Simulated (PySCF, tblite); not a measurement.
**C₄H₁₁GeNO: geometry, infrared bands and NMR shifts**

Aim: predict the infrared bands and NMR shifts of C₄H₁₁GeNO (`CC(C)[C](=O)[GeH2][NH2]`).

Computed with tblite 0.8.0 and PySCF 2.14.0, with density-fitted response routines of our own, on a single molecule in the gas phase. Atoms count from 0, in the outputs and in this text.

**1. The starting structure**

18 atoms, charge 0, multiplicity 1; geometry from: force field or distance geometry start.

Bonds of the start (Å): C0–C1 1.51, C1–C2 1.48, C1–C3 1.51, C3–O4 1.25, C3–Ge5 1.90, Ge5–N6 1.85, C0–H7 1.13, C0–H8 1.11, C0–H9 1.13, C1–H10 1.12, C2–H11 1.09, C2–H12 1.13, C2–H13 1.13, Ge5–H14 1.56, Ge5–H15 1.56, N6–H16 1.04, N6–H17 1.04.

**2. Relaxing the molecule with GFN2-xTB**

Job settings and geometry (Å):

```
{"job": {"kind": "relax", "xc": "GFN2-xTB", "basis": "xTB"}, "charge": 0, "multiplicity": 1}
C     -0.683900     0.899600    -1.310400
C     -1.020400    -0.318500    -0.478600
C     -2.357300    -0.182000     0.132900
C      0.093600    -0.492300     0.526900
O     -0.259200    -0.457000     1.729300
Ge     1.901100    -0.772500     0.001600
N      2.670400     0.645900    -0.899600
H     -0.376200     1.745300    -0.623500
H      0.110100     0.650200    -2.044600
H     -1.613100     1.209200    -1.869000
H     -1.003700    -1.260700    -1.085700
H     -2.367800    -0.232000     1.225900
H     -3.019300    -1.037600    -0.199800
H     -2.821100     0.788300    -0.224800
H      1.858800    -1.959200    -1.013500
H      2.725600    -1.271200     1.226400
H      2.484000     1.589100    -0.498500
H      3.669800     0.461900    -1.136300
```

Command:

```
$ OMP_NUM_THREADS=1 python probes_run.py task.json out
```

This one command runs all jobs of the session in turn.

Standard output:

```text
step      E/eV     max force
  0    -626.86329    4.488
  1    -627.16544    4.369
  2    -627.30185    1.119
  3    -627.35100    0.666
  4    -627.39819    0.493
  5    -627.41528    0.427
  6    -627.43132    0.202
  7    -627.43706    0.169
  8    -627.44399    0.288
  9    -627.45053    0.282
 10    -627.45618    0.153
 11    -627.46003    0.123
 12    -627.46335    0.144
 13    -627.46682    0.171
 14    -627.47048    0.148
 15    -627.47368    0.143
 16    -627.47634    0.162
 17    -627.47864    0.147
 18    -627.48045    0.103
 19    -627.48181    0.092
 20    -627.48311    0.111
 21    -627.48479    0.170
 22    -627.48693    0.177
 23    -627.48924    0.120
 24    -627.49144    0.113
 25    -627.49372    0.138
 26    -627.49629    0.170
 27    -627.49865    0.156
 28    -627.50036    0.090
 29    -627.50159    0.076
 30    -627.50272    0.103
 31    -627.50391    0.090
 32    -627.50487    0.066
 33    -627.50544    0.056
 34    -627.50579    0.049
 35    -627.50609    0.049
 36    -627.50644    0.049
 37    -627.50700    0.061
 38    -627.50749    0.078
 39    -627.50821    0.086
 40    -627.50894    0.075
 41    -627.50969    0.079
 42    -627.51041    0.072
 43    -627.51110    0.084
 44    -627.51165    0.066
 45    -627.51206    0.041
 46    -627.51240    0.056
 47    -627.51273    0.046
 48    -627.51303    0.043
 49    -627.51330    0.041
 50    -627.51358    0.054
 51    -627.51388    0.057
 52    -627.51421    0.066
 53    -627.51452    0.062
 54    -627.51485    0.057
 55    -627.51528    0.082
 56    -627.51588    0.077
 57    -627.51634    0.067
 58    -627.51679    0.056
 59    -627.51726    0.062
 60    -627.51794    0.094
 61    -627.51876    0.096
 62    -627.51951    0.072
 63    -627.52007    0.053
 64    -627.52063    0.074
 65    -627.52156    0.115
 66    -627.52290    0.130
 67    -627.52422    0.100
 68    -627.52512    0.082
 69    -627.52542    0.108
 70    -627.52644    0.094
 71    -627.52748    0.084
 72    -627.52927    0.087
 73    -627.53160    0.115
 74    -627.53360    0.188
 75    -627.53506    0.126
 76    -627.53694    0.114
 77    -627.53876    0.208
 78    -627.54170    0.130
 79    -627.54602    0.299
 80    -627.55205    0.180
 81    -627.51862    1.062
 82    -627.55752    0.210
 83    -627.56012    0.155
 84    -627.56180    0.485
 85    -627.56844    0.112
 86    -627.57112    0.097
 87    -627.57672    0.121
 88    -627.57821    0.110
 89    -627.57961    0.100
 90    -627.58195    0.139
 91    -627.58461    0.099
 92    -627.58667    0.116
 93    -627.58808    0.087
 94    -627.58903    0.074
 95    -627.58970    0.063
 96    -627.59063    0.070
 97    -627.59182    0.118
 98    -627.59300    0.131
 99    -627.59393    0.134
100    -627.59470    0.061
101    -627.59543    0.063
102    -627.59614    0.066
103    -627.59665    0.080
104    -627.59718    0.061
105    -627.59769    0.052
106    -627.59824    0.054
107    -627.59877    0.061
108    -627.59927    0.066
109    -627.59975    0.057
110    -627.60017    0.053
111    -627.60057    0.056
112    -627.60099    0.051
113    -627.60137    0.044
114    -627.60167    0.034
115    -627.60191    0.029
116    -627.60211    0.033
117    -627.60231    0.032
118    -627.60255    0.033
119    -627.60276    0.031
120    -627.60293    0.031
121    -627.60310    0.032
122    -627.60328    0.029
123    -627.60345    0.032
124    -627.60359    0.025
125    -627.60368    0.024
126    -627.60376    0.026
127    -627.60386    0.024
128    -627.60398    0.024
129    -627.60412    0.019
130    -627.60423    0.018
131    -627.60431    0.026
132    -627.60439    0.026
133    -627.60446    0.021
134    -627.60453    0.015
135    -627.60458    0.017
136    -627.60465    0.022
137    -627.60473    0.025
138    -627.60485    0.021
139    -627.60500    0.026
140    -627.60515    0.032
141    -627.60530    0.032
142    -627.60546    0.032
143    -627.60562    0.027
144    -627.60577    0.027
145    -627.60588    0.026
146    -627.60594    0.019
147    -627.60599    0.016
148    -627.60605    0.017
149    -627.60614    0.024
150    -627.60625    0.033
151    -627.60634    0.029
152    -627.60640    0.016
153    -627.60643    0.012
154    -627.60646    0.014
155    -627.60650    0.018
156    -627.60655    0.020
157    -627.60659    0.017
158    -627.60663    0.017
159    -627.60669    0.017
160    -627.60674    0.019
161    -627.60679    0.016
162    -627.60682    0.019
163    -627.60686    0.017
164    -627.60691    0.019
165    -627.60697    0.021
166    -627.60702    0.019
167    -627.60708    0.021
168    -627.60715    0.020
169    -627.60725    0.023
170    -627.60733    0.024
171    -627.60740    0.016
172    -627.60744    0.015
173    -627.60749    0.016
174    -627.60754    0.016
175    -627.60758    0.014
176    -627.60761    0.010
177    -627.60763    0.008
```

Wall time 1.9 s (1 thread of Arm Neoverse N1, shared host); peak memory 0.18 GiB.

Step by step: (not every step is listed)

```tsv
step	energy from step 0 (eV)	largest force (eV/Å)
0	0.0000	4.4881
1	-0.3021	4.3693
2	-0.4386	1.1191
3	-0.4877	0.6657
4	-0.5349	0.4933
5	-0.5520	0.4273
6	-0.5680	0.2021
7	-0.5738	0.1693
8	-0.5807	0.2879
24	-0.6282	0.1128
40	-0.6457	0.0748
56	-0.6526	0.0766
72	-0.6660	0.0871
88	-0.7149	0.1100
104	-0.7339	0.0606
120	-0.7396	0.0310
136	-0.7414	0.0222
152	-0.7431	0.0158
168	-0.7439	0.0205
172	-0.7441	0.0152
173	-0.7442	0.0161
174	-0.7442	0.0159
175	-0.7443	0.0141
176	-0.7443	0.0098
177	-0.7443	0.0077
```

Close pairs (by a distance rule), those that changed most:

```tsv
bond	before (Å)	after (Å)	change (Å)
C3–Ge5	1.903	2.016	+0.113
C3–O4	1.254	1.204	-0.050
Ge5–H14	1.562	1.514	-0.048
C1–C2	1.476	1.524	+0.048
C2–H13	1.133	1.088	-0.046
C0–H7	1.132	1.088	-0.044
C2–H12	1.132	1.088	-0.044
C0–H9	1.128	1.087	-0.040
```

The final coordinates are the input of the step that follows.

**3. Harmonic vibrations with GFN2-xTB**

Job settings and geometry (Å):

```
{"job": {"kind": "ir", "xc": "GFN2-xTB", "basis": "xTB"}, "charge": 0, "multiplicity": 1}
C     -0.804485     0.622407    -1.554501
C     -1.071010    -0.366614    -0.419533
C     -2.397079    -0.088083     0.278132
C      0.094237    -0.307319     0.534355
O      0.004377     0.032032     1.686002
Ge     1.917901    -0.805142    -0.166839
N      2.738518     0.764551    -0.599062
H     -0.801814     1.639962    -1.169780
H      0.162500     0.425635    -2.017301
H     -1.578381     0.540707    -2.313909
H     -1.069049    -1.382974    -0.836109
H     -2.551901    -0.793635     1.091188
H     -3.222360    -0.174363    -0.425044
H     -2.395035     0.915518     0.697111
H      1.932406    -1.606418    -1.451122
H      2.661806    -1.599006     0.893572
H      2.659479     1.492026     0.099410
H      3.711131     0.697035    -0.867746
```

Standard output:

```text
mode    cm-1     km/mol
  1      34.7      3.33
  2      50.5      0.76
  3     112.0      0.68
  4     145.2      0.69
  5     175.8      0.11
  6     198.0      0.09
  7     209.8     38.60
  8     258.2      1.33
  9     274.9      1.67
 10     292.4     15.24
 11     380.9      6.60
 12     448.5     51.28
 13     533.8    168.81
 14     569.6     96.43
 15     602.6     74.45
 16     666.9    150.78
 17     676.2     48.65
 18     683.8     55.69
 19     795.5    334.45
 20     827.2     87.11
 21     893.8      2.37
 22     943.8      3.25
 23     969.3     22.91
 24     992.8     14.97
 25    1076.7      6.54
 26    1147.3      2.51
 27    1178.6      1.56
 28    1261.3      1.46
 29    1304.4      1.07
 30    1398.8      6.40
 31    1413.7      3.02
 32    1476.8      3.80
 33    1486.2      3.37
 34    1492.9      4.70
 35    1495.0     27.47
 36    1498.3      2.07
 37    1734.0    255.90
 38    1835.9    337.63
 39    1913.7    599.09
 40    2889.4     34.99
 41    3003.9     27.47
 42    3031.7      6.03
 43    3033.6     32.45
 44    3036.9     32.09
 45    3040.9     43.87
 46    3046.0     18.40
 47    3408.3      0.44
 48    3433.0      2.37
```

Wall time 0.96 s (1 thread of Arm Neoverse N1, shared host); peak memory 0.18 GiB.

The strongest bands and the atoms that carry them (share of the mass-weighted mode):

```tsv
cm⁻¹	km/mol	atoms
534	168.8	N6 29 %, H15 18 %, H16 13 %, H17 13 %
570	96.4	C3 35 %, H14 23 %
667	150.8	H15 59 %, C3 16 %
796	334.4	H16 23 %, H15 22 %, H14 21 %, H17 20 %
827	87.1	H14 44 %, H15 24 %, H16 14 %, H17 12 %
1734	255.9	C3 56 %, O4 38 %
1836	337.6	H15 75 %, H14 19 %
1914	599.1	H14 79 %, H15 19 %
```

**4. NMR shieldings: PBE0/pcSseg-1**

Settings changed since step 3:

```diff
@@ -1,2 +1,2 @@
-{"job": {"kind": "ir", "xc": "GFN2-xTB", "basis": "xTB"}, "charge": 0, "multiplicity": 1}
+{"job": {"kind": "nmr", "xc": "PBE0", "basis": "pcSseg-1"}, "charge": 0, "multiplicity": 1}
 C     -0.804485     0.622407    -1.554501
```

Method: GIAO PBE0/pcSseg-1 NMR shielding, non-relativistic, gas phase.

Standard output:

```text
coarse grid: 65632 points
cycle   1  E = -2364.9818513984  dE =  3.968e-02  |g| = 1.191e+00  |ddm| = 3.793e+00
cycle   2  E = -2364.4639743175  dE =  5.179e-01  |g| = 1.985e+00  |ddm| = 2.295e+00
cycle   3  E = -2365.1374393786  dE = -6.735e-01  |g| = 4.246e-01  |ddm| = 1.941e+00
cycle   4  E = -2365.1688148909  dE = -3.138e-02  |g| = 1.090e-01  |ddm| = 3.613e-01
cycle   5  E = -2365.1706211992  dE = -1.806e-03  |g| = 3.158e-02  |ddm| = 1.044e-01
cycle   6  E = -2365.1708373281  dE = -2.161e-04  |g| = 9.130e-03  |ddm| = 2.932e-02
cycle   7  E = -2365.1708526902  dE = -1.536e-05  |g| = 2.167e-03  |ddm| = 8.774e-03
cycle   8  E = -2365.1708536603  dE = -9.701e-07  |g| = 5.655e-04  |ddm| = 2.479e-03
final grid: 139168 points
cycle   9  E = -2365.1708728650  dE = -4.632e-08  |g| = 9.612e-04  |ddm| = 2.944e-03
cycle  10  E = -2365.1708724416  dE =  4.234e-07  |g| = 1.801e-03  |ddm| = 2.082e-03
cycle  11  E = -2365.1708730387  dE = -5.970e-07  |g| = 2.023e-04  |ddm| = 1.398e-03
cycle  12  E = -2365.1708730478  dE = -9.079e-09  |g| = 1.881e-05  |ddm| = 1.689e-04
cycle  13  E = -2365.1708730478  dE = -5.139e-11  |g| = 1.085e-05  |ddm| = 2.304e-05
converged SCF energy = -2365.1708730478

GIAO shielding tensors (ppm)
atom      isotropic    diamagn.    paramagn.     s11        s22        s33       span
  0 C      168.282     249.601     -81.318    158.725    164.821    181.301     22.575
  1 C      132.074     251.752    -119.678     98.998    130.691    166.532     67.534
  2 C      170.009     245.624     -75.615    159.993    165.306    184.728     24.734
  3 C      -54.168     253.220    -307.387   -127.958   -112.679     78.134    206.092
  4 O     -433.751     403.451    -837.202  -1188.562   -464.136    351.445   1540.007
  5 Ge    1466.005    2755.829   -1289.824   1362.840   1500.793   1534.381    171.542
  6 N      272.461     316.735     -44.274    233.247    262.028    322.109     88.863
  7 H       31.080      31.710      -0.630     28.020     28.892     36.328      8.308
  8 H       29.197      31.275      -2.078     24.273     28.515     34.804     10.531
  9 H       30.375      30.290       0.085     26.291     28.167     36.666     10.375
 10 H       29.082      33.095      -4.014     24.557     30.349     32.340      7.783
 11 H       30.349      29.670       0.679     26.092     27.762     37.193     11.101
 12 H       30.940      29.023       1.918     26.466     29.112     37.243     10.778
 13 H       30.701      30.330       0.371     27.361     28.531     36.211      8.849
 14 H       26.540      29.458      -2.919     20.936     22.161     36.521     15.585
 15 H       26.792      28.805      -2.013     20.316     21.647     38.412     18.095
 16 H       32.054      32.267      -0.214     23.727     28.665     43.769     20.043
 17 H       32.155      28.749       3.406     23.591     27.197     45.677     22.086
```

Wall time 59 s (1 thread of Arm Neoverse N1, shared host); peak memory 1 GiB.

Shifts follow as δ = σ(reference) − σ, with reference shieldings (ppm) from runs at the same level and on the same kind of geometry: ¹H TMS 31.72, ¹³C TMS 186.9, ¹⁵N NH3 267.7, ¹⁷O H2O 336.1, ⁷³Ge GeMe4 1331. The references are single molecules in the gas phase, so shifts against H2O, NH3, PH3, H3PO4 or CFCl3 are not on the usual liquid scales and can be off by tens of ppm. Atoms listed in one row are averaged.

```tsv
atoms	environment	σ (ppm)	δ (ppm)
C3	carbonyl carbon	-54.2	241.1
C1	sp3 CH α to a carbonyl	132.1	54.9
C0, C2	methyl carbon	169.1	17.8
H14, H15	hydrogen on a germanium bonded to C, N	26.67	5.05
H10	hydrogen on an sp3 CH α to a carbonyl	29.08	2.64
H7, H8, H9, H11, H12, H13	hydrogen on a methyl carbon	30.44	1.28
H16, H17	hydrogen on a nitrogen bonded to Ge	32.10	-0.39
O4	carbonyl oxygen	-433.8	769.8
Ge5	germanium bonded to C, N, 2 H	1466	-135
N6	nitrogen bonded to Ge, 2 H	272.5	-4.7
```

Charges from the same density, by scheme (e):

```tsv
atoms	Mulliken	IAO	Hirshfeld	ESP fit
C0, C2	-0.21	-0.42	-0.12	-0.56
C1	-0.39	-0.14	-0.03	0.62
C3	0.02	0.18	0.10	0.14
O4	-0.34	-0.38	-0.21	-0.38
Ge5	0.60	0.67	0.36	0.53
N6	-0.68	-0.81	-0.33	-1.01
```

Mayer bond orders: C0–C1 1.01, C1–C2 1.04, C1–C3 0.88, C3–O4 1.96, C3–Ge5 0.81, Ge5–N6 0.93.

**5. What came out**

| quantity | value |
| --- | --- |
| strongest single infrared mode (GFN2-xTB) | 1914 cm⁻¹, 599 km/mol |
| zero-point energy (GFN2-xTB) | 87.7 kcal/mol |
| ¹³C shifts against TMS (PBE0/pcSseg-1, means over atoms taken as alike) | 241.1, 54.9, 17.8 ppm |
| ¹H shifts against TMS (PBE0/pcSseg-1, means over atoms taken as alike) | 5.05, 2.64, 1.28, -0.39 ppm |
| ¹⁷O shifts against H2O (PBE0/pcSseg-1) | 769.8 ppm |
| ⁷³Ge shifts against GeMe4 (PBE0/pcSseg-1) | -135 ppm |
| ¹⁵N shifts against NH3 (PBE0/pcSseg-1) | -4.7 ppm |

In words: Over 177 steps the energy fell by 0.744 eV; of the close pairs, C3–Ge5 changed most, 1.903 to 2.016 Å. All 48 modes are real, so the xTB geometry is a minimum. The strongest single mode, at 1914 cm⁻¹, moves mainly H14. GFN2-xTB is a fitted tight-binding method: band positions and strengths are rough. Its intensities can rank the bands wrongly. At PBE0/pcSseg-1: The largest span, 1540 ppm, is at O4, where the paramagnetic term is -837 ppm. Spin-orbit coupling is left out, which matters for shieldings and couplings at and beside the heavy atoms.
